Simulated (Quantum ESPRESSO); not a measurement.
NbCu in Quantum ESPRESSO: the effect of target pressure

The system is NbCu.

```
CELL_PARAMETERS angstrom
0.00000 2.56221 2.56221
2.56221 0.00000 2.56221
2.56221 2.56221 0.00000
ATOMIC_POSITIONS crystal
Nb 0.00000 0.00000 0.00000
Cu 0.50000 0.50000 0.50000
```

The cell was built by a generator and needn't be a form met in nature.

Alike in all runs:

- Program: Quantum ESPRESSO 7.5
- Task: phonons
- Functional: LDA
- Potentials or basis: GBRV 1.5 LDA
- Cutoff: 762 eV
- Density cutoff: 6095 eV
- k mesh: 6 × 6 × 6
- Occupations: cold, width 0.2 eV
- Spin: no spin polarisation

Each run relaxes the cell or the atoms first.

```csv
target pressure,relaxed volume (Å³/atom),highest phonon frequency (cm⁻¹)
-3 GPa,16.02,203
0 GPa,?,?
3 GPa,15.47,219
8 GPa,15.09,231
15 GPa,14.62,246
```

Problem. What does the run with target pressure 0 GPa give?

Solution. Relaxed volume 15.73 Å³/atom; highest phonon frequency 211 cm⁻¹.

Worked out: In Murnaghan's law V^(-B') rises as a straight line in P. The other rows fit best with B' = 4.4, V0 = 15.73 Å³/atom and B0 = 173 GPa, which gives 15.73 Å³/atom at 0 GPa, against the run's 15.73. A straight line through the other rows of the highest phonon frequency, of slope 2.38 cm⁻¹ per GPa, gives 211 cm⁻¹, against the run's 211.

Caveats: the mesh is thin for the phonons of a metal; the cell is more than 3 GPa from zero pressure, which shifts response properties (some runs).
